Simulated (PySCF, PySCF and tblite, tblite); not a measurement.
# C8H11N: conformers and averaged spectra

Aim: find the conformers of C8H11N (`CNc1ccccc1C`), weigh them, and average their properties.

Computed with tblite 0.8.0 (tight binding) and PySCF 2.14.0 (DFT, with response routines of our own); each step states its level. Atoms count from 0 throughout.

## 1. The starting structure

20 atoms, charge 0, multiplicity 1; geometry from: MMFF94s geometry.

Bonds of the start (Å): C0–H10 1.08, C0–H11 1.10, C0–H9 1.09, C0–N1 1.46, C2–C3 1.40, C2–C7 1.42, C3–C4 1.40, C3–H13 1.10, C4–C5 1.39, C4–H14 1.08, C5–C6 1.40, C5–H15 1.09, C6–C7 1.41, C6–H16 1.09, C7–C8 1.50, C8–H17 1.10, C8–H18 1.09, C8–H19 1.10, N1–C2 1.37, N1–H12 1.01.

## 2. GFN2-xTB relaxation, conformer 1

What the job is given:

```
{"job": {"xc": "GFN2-xTB", "basis": "xTB", "kind": "relax"}, "charge": 0, "multiplicity": 1}
C      2.383600    -1.520200     0.006500
N      1.607700    -0.289900    -0.085300
C      0.240600    -0.231600     0.011100
C     -0.558200    -1.368700     0.175700
C     -1.952300    -1.309200     0.275600
C     -2.596700    -0.080500     0.174100
C     -1.836000     1.079200    -0.002100
C     -0.426400     1.020800    -0.079600
C      0.331400     2.299800    -0.272300
H      2.106000    -2.206400    -0.797600
H      3.438600    -1.291800    -0.088900
H      2.222800    -2.015600     0.974100
H      2.126400     0.565200    -0.192700
H     -0.092900    -2.357500     0.257900
H     -2.533700    -2.207700     0.406900
H     -3.677100    -0.019600     0.253600
H     -2.348800     2.035800    -0.065400
H     -0.347500     3.160500    -0.323100
H      0.892600     2.278400    -1.203700
H      1.014700     2.469800     0.572100
```

The run is started by

```
$ OMP_NUM_THREADS=1 python ens_run.py task.json out
```

This one command runs the whole study; its stages follow in the order run.

The program printed:

```text
step      E/eV     max force
  0    -697.87576    1.170
  1    -697.91701    0.527
  2    -697.92955    0.345
  3    -697.94314    0.221
  4    -697.94576    0.181
  5    -697.94944    0.129
  6    -697.95216    0.159
  7    -697.95395    0.097
  8    -697.95478    0.056
  9    -697.95525    0.050
 10    -697.95558    0.045
 11    -697.95587    0.046
 12    -697.95613    0.039
 13    -697.95613    0.039
 14    -697.95625    0.032
 15    -697.95647    0.026
 16    -697.95656    0.027
 17    -697.95679    0.032
 18    -697.95696    0.036
 19    -697.95711    0.031
 20    -697.95730    0.034
 21    -697.95754    0.040
 22    -697.95776    0.039
 23    -697.95795    0.035
 24    -697.95816    0.036
 25    -697.95853    0.055
 26    -697.95926    0.079
 27    -697.96013    0.092
 28    -697.96116    0.087
 29    -697.96257    0.083
 30    -697.96337    0.136
 31    -697.96467    0.109
 32    -697.96667    0.237
 33    -697.96856    0.191
 34    -697.97049    0.123
 35    -697.97183    0.078
 36    -697.97234    0.046
 37    -697.97268    0.069
 38    -697.97297    0.047
 39    -697.97327    0.041
 40    -697.97361    0.081
 41    -697.97403    0.091
 42    -697.97450    0.065
 43    -697.97491    0.044
 44    -697.97523    0.053
 45    -697.97552    0.073
 46    -697.97580    0.062
 47    -697.97606    0.040
 48    -697.97629    0.037
 49    -697.97651    0.056
 50    -697.97675    0.055
 51    -697.97696    0.031
 52    -697.97712    0.025
 53    -697.97725    0.043
 54    -697.97738    0.048
 55    -697.97749    0.029
 56    -697.97757    0.018
 57    -697.97763    0.025
 58    -697.97768    0.032
 59    -697.97774    0.024
 60    -697.97778    0.019
 61    -697.97783    0.018
 62    -697.97789    0.035
 63    -697.97797    0.040
 64    -697.97804    0.028
 65    -697.97809    0.015
 66    -697.97813    0.015
 67    -697.97816    0.021
 68    -697.97820    0.017
 69    -697.97822    0.010
 70    -697.97823    0.010
 71    -697.97824    0.009
 72    -697.97825    0.010
 73    -697.97826    0.008
 74    -697.97826    0.008
 75    -697.97827    0.006
 76    -697.97828    0.005
 77    -697.97828    0.005
 78    -697.97829    0.005
 79    -697.97829    0.006
 80    -697.97830    0.006
 81    -697.97831    0.006
 82    -697.97832    0.006
 83    -697.97832    0.007
 84    -697.97833    0.005
 85    -697.97834    0.005
 86    -697.97834    0.007
 87    -697.97835    0.008
 88    -697.97835    0.005
 89    -697.97836    0.003
```

Run time: 0.49 s. Hardware: 1 thread of Arm Neoverse V2, shared host.

Gain 0.103 eV; displacement 0.10 Å root mean square.

## 3. Shieldings, conformer 1: PBE0/pcSseg-1 in chloroform

What the job is given:

```
{"job": {"xc": "PBE0", "basis": "pcSseg-1", "solvent": "chloroform", "kind": "nmr", "pop": true}, "charge": 0, "multiplicity": 1}
C      2.338690    -1.482784     0.021359
N      1.580995    -0.284278    -0.238826
C      0.212081    -0.230568    -0.053388
C     -0.553965    -1.384156     0.113972
C     -1.928882    -1.310783     0.238629
C     -2.568557    -0.086505     0.205146
C     -1.815162     1.064178     0.037668
C     -0.439535     1.016463    -0.095712
C      0.347462     2.281658    -0.287252
H      2.026220    -2.272732    -0.663165
H      3.391613    -1.274563    -0.160396
H      2.225933    -1.847973     1.051024
H      2.062090     0.567622     0.003010
H     -0.074900    -2.349705     0.148624
H     -2.499444    -2.219351     0.366974
H     -3.641381    -0.023664     0.307495
H     -2.310538     2.024875     0.008764
H     -0.322194     3.135432    -0.351535
H      0.935153     2.235308    -1.204166
H      1.029171     2.452204     0.548737
```

The program printed:

```text
coarse grid: 16576 points
cycle   1  E = -365.6439198178  dE =  1.462e+00  |g| = 4.287e-01  |ddm| = 4.288e+00
cycle   2  E = -365.6468116021  dE = -2.892e-03  |g| = 4.333e-01  |ddm| = 9.566e-01
cycle   3  E = -365.6950152849  dE = -4.820e-02  |g| = 6.460e-02  |ddm| = 4.380e-01
cycle   4  E = -365.6957299567  dE = -7.147e-04  |g| = 3.792e-02  |ddm| = 9.801e-02
cycle   5  E = -365.6961106346  dE = -3.807e-04  |g| = 4.972e-03  |ddm| = 4.584e-02
cycle   6  E = -365.6961155599  dE = -4.925e-06  |g| = 2.056e-03  |ddm| = 5.604e-03
final grid: 159752 points
cycle   7  E = -365.7480597847  dE = -5.483e-05  |g| = 9.055e-03  |ddm| = 5.970e-02
cycle   8  E = -365.7480583762  dE =  1.409e-06  |g| = 9.547e-03  |ddm| = 1.843e-02
cycle   9  E = -365.7480806699  dE = -2.229e-05  |g| = 1.063e-03  |ddm| = 9.279e-03
cycle  10  E = -365.7480809316  dE = -2.617e-07  |g| = 3.068e-04  |ddm| = 1.200e-03
cycle  11  E = -365.7480809533  dE = -2.173e-08  |g| = 9.429e-05  |ddm| = 3.240e-04
cycle  12  E = -365.7480809553  dE = -2.010e-09  |g| = 2.751e-05  |ddm| = 1.161e-04
cycle  13  E = -365.7480809555  dE = -1.835e-10  |g| = 4.511e-06  |ddm| = 3.174e-05
converged SCF energy = -365.7480809555

GIAO shielding tensors (ppm)
atom      isotropic    diamagn.    paramagn.     s11        s22        s33       span
  0 C      155.033     244.304     -89.271    130.647    151.294    183.159     52.512
  1 N      191.212     327.540    -136.328    161.387    190.052    222.197     60.810
  2 C       34.402     253.584    -219.182    -47.688      2.539    148.354    196.042
  3 C       74.935     255.267    -180.332    -16.981     60.986    180.801    197.782
  4 C       54.151     253.729    -199.578    -57.069     42.795    176.727    233.796
  5 C       66.107     255.216    -189.109    -38.522     59.759    177.083    215.605
  6 C       51.425     251.042    -199.617    -53.437     50.458    157.252    210.689
  7 C       60.579     261.930    -201.351    -24.660     35.469    170.927    195.587
  8 C      167.157     246.794     -79.637    155.431    159.956    186.084     30.653
  9 H       28.588      29.247      -0.659     24.624     26.059     35.082     10.458
 10 H       28.430      27.303       1.127     23.376     27.008     34.905     11.529
 11 H       28.916      29.031      -0.114     24.880     26.064     35.805     10.925
 12 H       28.316      37.037      -8.721     17.406     31.362     36.182     18.776
 13 H       24.934      33.426      -8.492     20.137     24.616     30.047      9.910
 14 H       24.171      30.545      -6.374     20.695     24.914     26.904      6.209
 15 H       24.732      30.420      -5.688     21.247     26.098     26.852      5.606
 16 H       24.210      32.393      -8.183     20.288     24.006     28.336      8.048
 17 H       29.338      29.708      -0.370     23.889     28.708     35.416     11.528
 18 H       29.487      30.065      -0.578     24.717     28.528     35.216     10.499
 19 H       29.559      30.209      -0.650     24.831     28.225     35.621     10.790
```

Wall time 37 s (1 thread of Arm Neoverse V2, shared host); peak memory 1.1 GiB.

In short: HOMO -5.68 eV, LUMO 0.11 eV; dipole 2.56 D.

The fields below are evaluated on a grid from the run's orbitals.

Frontier orbitals at PBE0/pcSseg-1, with the share of their density that lies nearest to each atom:

| orbital | energy (eV) | lies on |
| --- | --- | --- |
| HOMO | -5.68 | N1 29 %; C5 16 %; C2, C7 about 11 % each |
| LUMO | 0.11 | C4, C7 about 20 % each; C3, C6 about 16 % each |

ELF in a plane through or near 16 of the atoms.

Values, 10 rows by 14 columns:
```
0.00 0.00 0.00 0.00 0.00 0.00 0.00 0.00 0.00 0.00 0.00 0.00 0.00 0.00
0.00 0.00 0.00 0.00 0.00 0.00 0.00 0.00 0.00 0.00 0.00 0.00 0.00 0.00
0.00 0.00 0.00 0.00 0.00 0.00 0.07 0.25 0.67 0.99 0.06 0.00 0.00 0.00
0.00 0.00 0.00 0.00 0.11 0.84 0.07 0.36 0.42 0.42 0.03 0.05 0.00 0.00
0.00 0.00 0.99 0.97 0.15 0.79 0.22 0.63 0.11 0.62 1.00 0.95 0.00 0.00
0.00 0.00 0.82 0.84 0.40 0.61 0.30 0.43 0.20 0.74 0.30 0.01 0.00 0.00
0.00 0.00 0.01 0.27 0.51 0.06 0.66 0.19 0.48 0.23 0.99 0.99 0.02 0.00
0.00 0.00 0.00 0.00 0.00 0.85 0.95 0.20 0.89 0.34 0.26 0.66 0.00 0.00
0.00 0.00 0.00 0.00 0.00 0.00 0.00 0.08 0.98 0.67 0.00 0.00 0.00 0.00
0.00 0.00 0.00 0.00 0.00 0.00 0.00 0.00 0.00 0.00 0.00 0.00 0.00 0.00
```
The map spans 12.4 Å across and 11.4 Å up, centred on the molecule. Atoms in the plane (x, y in Å): C0 (-2.7, -0.3), N1 (-1.6, 0.4), C2 (-0.3, -0.1), C3 (-0.1, -1.5), C4 (1.2, -2.0), C5 (2.3, -1.2), C6 (2.1, 0.2), C7 (0.8, 0.7), C8 (0.7, 2.2), H10 (-3.6, 0.3), H12 (-1.6, 1.4), H13 (-0.9, -2.2), H14 (1.3, -3.1), H15 (3.3, -1.6), H16 (3.0, 0.8), H17 (1.6, 2.7).

On the surface of density 0.002 e/bohr³ the electrostatic potential runs, from the 1st to the 99th percentile, from -1.24 V near C5 to 1.77 V near H12.

## 4. Couplings, conformer 1: B3LYP/6-31G*+pcJ-1

Changed since step 3:

```diff
@@ -1,2 +1,2 @@
-{"job": {"xc": "PBE0", "basis": "pcSseg-1", "solvent": "chloroform", "kind": "nmr", "pop": true}, "charge": 0, "multiplicity": 1}
+{"job": {"xc": "B3LYP", "basis": {"default": "6-31G*", "H": "pcJ-1"}, "nuclei": ["H", "F", "P", "Si", "B"], "kind": "j"}, "charge": 0, "multiplicity": 1}
 C      2.338690    -1.482784     0.021359
```

The program printed:

```text
coarse grid: 16576 points
cycle   1  E = -366.2329849375  dE =  1.397e+00  |g| = 5.216e-01  |ddm| = 4.214e+00
cycle   2  E = -366.2200269238  dE =  1.296e-02  |g| = 5.735e-01  |ddm| = 1.235e+00
cycle   3  E = -366.3094401630  dE = -8.941e-02  |g| = 8.466e-02  |ddm| = 6.849e-01
cycle   4  E = -366.3107248799  dE = -1.285e-03  |g| = 5.020e-02  |ddm| = 1.397e-01
cycle   5  E = -366.3114337888  dE = -7.089e-04  |g| = 6.769e-03  |ddm| = 6.171e-02
cycle   6  E = -366.3114437066  dE = -9.918e-06  |g| = 2.780e-03  |ddm| = 8.521e-03
final grid: 159752 points
cycle   7  E = -366.2392663390  dE = -5.723e-05  |g| = 8.302e-03  |ddm| = 4.727e-02
cycle   8  E = -366.2392588135  dE =  7.526e-06  |g| = 9.963e-03  |ddm| = 1.801e-02
cycle   9  E = -366.2392837693  dE = -2.496e-05  |g| = 1.482e-03  |ddm| = 1.067e-02
cycle  10  E = -366.2392843534  dE = -5.842e-07  |g| = 3.838e-04  |ddm| = 1.915e-03
cycle  11  E = -366.2392843900  dE = -3.655e-08  |g| = 1.327e-04  |ddm| = 4.591e-04
cycle  12  E = -366.2392843943  dE = -4.294e-09  |g| = 2.939e-05  |ddm| = 1.608e-04
cycle  13  E = -366.2392843944  dE = -1.826e-10  |g| = 1.245e-05  |ddm| = 4.431e-05
converged SCF energy = -366.2392843944

Indirect spin-spin couplings (Hz)
  i      j    bonds     total        FC       PSO       DSO        SD
  9 H   10 H    2    -15.398   -14.864     1.983    -2.517         -
  9 H   11 H    2    -10.593   -10.133     1.933    -2.393         -
  9 H   12 H    3     10.656    11.657     2.357    -3.358         -
  9 H   13 H    5      0.396    -0.439    -1.775     2.611         -
  9 H   15 H    7     -0.433    -0.151     0.531    -0.813         -
  9 H   16 H    6     -0.321     0.014     0.665    -1.000         -
  9 H   17 H    6     -0.220     0.112     0.746    -1.078         -
  9 H   19 H    6     -0.250     0.035     0.678    -0.962         -
 10 H   11 H    2    -12.588   -12.049     2.011    -2.550         -
 10 H   12 H    3      6.989     6.840     0.074     0.075         -
 10 H   13 H    5     -0.284     0.029     0.764    -1.077         -
 10 H   14 H    6     -0.228     0.077     0.680    -0.984         -
 10 H   15 H    7     -0.305     0.017     0.659    -0.981         -
 10 H   16 H    6     -0.246     0.065     0.669    -0.979         -
 10 H   17 H    6     -0.206     0.063     0.660    -0.930         -
 11 H   12 H    3     -1.070    -0.568     1.160    -1.661         -
 11 H   13 H    5      0.189    -0.360    -1.108     1.656         -
 11 H   15 H    7     -0.589    -0.314     0.508    -0.783         -
 11 H   16 H    6     -0.273     0.041     0.604    -0.918         -
 11 H   17 H    6     -0.272     0.036     0.689    -0.997         -
 11 H   19 H    6      0.194     0.278     0.142    -0.226         -
 12 H   13 H    4     -1.186    -0.504     1.420    -2.103         -
 12 H   14 H    5      0.176     0.681     1.023    -1.528         -
 12 H   15 H    6     -0.568    -0.126     0.837    -1.280         -
 12 H   16 H    5     -0.185     0.122     0.703    -1.010         -
 12 H   17 H    5     -0.704    -0.468     0.660    -0.896         -
 12 H   18 H    5      0.805     0.029    -1.554     2.329         -
 12 H   19 H    5      0.676    -0.310    -2.184     3.170         -
 13 H   14 H    3      9.191     9.336     0.013    -0.159         -
 13 H   15 H    4      0.322     0.961     1.154    -1.793         -
 13 H   16 H    5     -0.266     0.380     1.177    -1.823         -
 14 H   15 H    3      8.376     8.611     0.212    -0.447         -
 14 H   16 H    4      0.641     1.291     1.197    -1.846         -
 14 H   17 H    6     -0.425    -0.033     0.754    -1.145         -
 14 H   18 H    6     -1.299    -0.909     0.738    -1.128         -
 14 H   19 H    6     -1.424    -1.035     0.735    -1.124         -
 15 H   16 H    3      8.306     8.487     0.136    -0.317         -
 15 H   18 H    5      0.163     0.555     0.780    -1.172         -
 15 H   19 H    5      0.227     0.609     0.758    -1.141         -
 16 H   17 H    4      0.259    -0.412    -1.379     2.049         -
 16 H   18 H    4     -1.335    -1.016     0.706    -1.026         -
 16 H   19 H    4     -1.470    -1.194     0.603    -0.879         -
 17 H   18 H    2    -14.329   -13.893     2.007    -2.442         -
 17 H   19 H    2    -14.995   -14.602     1.997    -2.390         -
 18 H   19 H    2    -15.816   -15.525     2.053    -2.344         -
```

It took 42 s on 1 thread of Arm Neoverse V2, shared host; peak memory 1.2 GiB.

In short: HOMO -5.14 eV, LUMO 0.43 eV; dipole 1.83 D.

## 5. Averages: properties at PBE0/pcSseg-1 in chloroform

What the job is given:

```
{"job": {"study": "conf", "smiles": "CNc1ccccc1C", "search": {"seed": 6938, "n_embed": 60, "ff_keep": 14, "window": 3.0, "nmax": 8, "temps": [220, 260, 298.15, 340, 380], "t_ref": 298.15, "order": 0.0005}, "level": {"nmr": {"xc": "PBE0", "basis": "pcSseg-1", "solvent": "chloroform"}, "j": {"xc": "B3LYP", "basis": {"default": "6-31G*", "H": "pcJ-1"}, "nuclei": ["H", "F", "P", "Si", "B"]}}, "kind": "conf"}, "charge": 0, "multiplicity": 1}
C      2.338690    -1.482784     0.021359
N      1.580995    -0.284278    -0.238826
C      0.212081    -0.230568    -0.053388
C     -0.553965    -1.384156     0.113972
C     -1.928882    -1.310783     0.238629
C     -2.568557    -0.086505     0.205146
C     -1.815162     1.064178     0.037668
C     -0.439535     1.016463    -0.095712
C      0.347462     2.281658    -0.287252
H      2.026220    -2.272732    -0.663165
H      3.391613    -1.274563    -0.160396
H      2.225933    -1.847973     1.051024
H      2.062090     0.567622     0.003010
H     -0.074900    -2.349705     0.148624
H     -2.499444    -2.219351     0.366974
H     -3.641381    -0.023664     0.307495
H     -2.310538     2.024875     0.008764
H     -0.322194     3.135432    -0.351535
H      0.935153     2.235308    -1.204166
H      1.029171     2.452204     0.548737
```

The program printed:

```text
conformer  sym    E(xTB)   E(DFT)   G(298.15 K)  weight  dipole/D
    1     C1      0.000    0.000    0.000   1.0000    2.558

mean shielding (ppm) by class
class atoms           220 K      260 K   298.15 K      340 K      380 K
  0 C  0            155.033    155.033    155.033    155.033    155.033
  1 N  1            191.212    191.212    191.212    191.212    191.212
  2 C  2             34.402     34.402     34.402     34.402     34.402
  3 C  3             74.935     74.935     74.935     74.935     74.935
  4 C  4             54.151     54.151     54.151     54.151     54.151
  5 C  5             66.107     66.107     66.107     66.107     66.107
  6 C  6             51.425     51.425     51.425     51.425     51.425
  7 C  7             60.579     60.579     60.579     60.579     60.579
  8 C  8            167.157    167.157    167.157    167.157    167.157
  9 H  9,10,11       28.645     28.645     28.645     28.645     28.645
 10 H  12            28.316     28.316     28.316     28.316     28.316
 11 H  13            24.934     24.934     24.934     24.934     24.934
 12 H  14            24.171     24.171     24.171     24.171     24.171
 13 H  15            24.732     24.732     24.732     24.732     24.732
 14 H  16             24.21      24.21      24.21      24.21      24.21
 15 H  17,18,19      29.461     29.461     29.461     29.461     29.461
```

Wall time 80 s (1 thread of Arm Neoverse V2, shared host). This counts the runs that the step sums up.

The search (ETKDG and KDG, MMFF94s, GFN2-xTB) embedded 60 structures, kept 2 distinct ones after the force field and 1 after xTB; 1 was carried on (window 3.0 kcal/mol at the search's own energies). Energies: PBE0/pcSseg-1 in chloroform with D3(BJ).

Conformer by conformer (298 K):

| no. | group | mirror pair | ΔE xTB | ΔE DFT | ΔG | weight (%) | μ (D) | C0–N1–C2–C3 (°) | A, B, C (GHz) |
| --- | --- | --- | --- | --- | --- | --- | --- | --- | --- |
| 1 | C1 | yes | 0.00 | 0.00 | 0.00 | 100.0 | 2.56 | -14 | 2.49, 1.52, 0.96 |

Energies in kcal/mol. ΔG holds xTB vibrations and rotation, symmetry numbers and mirror pairs.

Shifts against references run at the same level (¹H TMS 31.70, ¹⁵N NH3 269.8, ¹³C TMS 187.6 ppm of shielding), by class of atoms, at 298 K:

| atoms | environment | average |
| --- | --- | --- |
| C2 | aromatic carbon bearing nitrogen | 153.2 |
| C6 | aromatic CH | 136.2 |
| C4 | aromatic CH | 133.4 |
| C7 | substituted aromatic carbon | 127.0 |
| C5 | aromatic CH | 121.5 |
| C3 | aromatic CH | 112.7 |
| C0 | methyl carbon bonded to N | 32.6 |
| C8 | methyl carbon on an aromatic ring | 20.4 |
| H14 | hydrogen on an aromatic CH | 7.53 |
| H16 | hydrogen on an aromatic CH | 7.49 |
| H15 | hydrogen on an aromatic CH | 6.97 |
| H13 | hydrogen on an aromatic CH | 6.76 |
| H12 | hydrogen on an aniline-type nitrogen | 3.38 |
| H9, H10, H11 | hydrogen on a methyl carbon bonded to N | 3.05 |
| H17, H18, H19 | hydrogen on a methyl carbon on an aromatic ring | 2.24 |
| N1 | aniline-type nitrogen | 78.6 |

Couplings (Hz, B3LYP/6-31G*+pcJ-1; one pair named for each class), from conformers that hold 100 % of the weight:

| pair | bonds | average |
| --- | --- | --- |
| H17–H18 | 2 | -15.1 |
| H9–H10 | 2 | -12.9 |
| H13–H14 | 3 | 9.2 |
| H14–H15 | 3 | 8.4 |
| H15–H16 | 3 | 8.3 |
| H9–H12 | 3 | 5.5 |
| H12–H13 | 4 | -1.2 |
| H16–H17 | 4 | -0.8 |
| H14–H16 | 4 | 0.6 |

Effective distances for nuclear Overhauser effects, ⟨r⁻⁶⟩^(−1/6) over all pairs of two classes (Å): H12···H17 2.42; H13···H14 2.44; H15···H16 2.46; H14···H15 2.48; H9···H13 2.51; H9···H12 2.52; H16···H17 2.69; H12···H13 3.62.

## 6. What came out

| quantity | value |
| --- | --- |
| conformers | 1; the first in weight is no. 1 (C1), 100 % at 298 K |
| root-mean-square dipole | 2.56 D |
| averaged ¹³C shifts (PBE0/pcSseg-1 in chloroform) | 153.2, 136.2, 133.4, 127.0, 121.5, 112.7, 32.6, 20.4 ppm |
| averaged ¹H shifts (PBE0/pcSseg-1 in chloroform) | 7.53, 7.49, 6.97, 6.76, 3.38, 3.05, 2.24 ppm |

In words: The search found one conformer in the window, so the averages are its own values. Protons on O, N, S or Se exchange and bind to solvent, so their values hold for the lone molecule only.
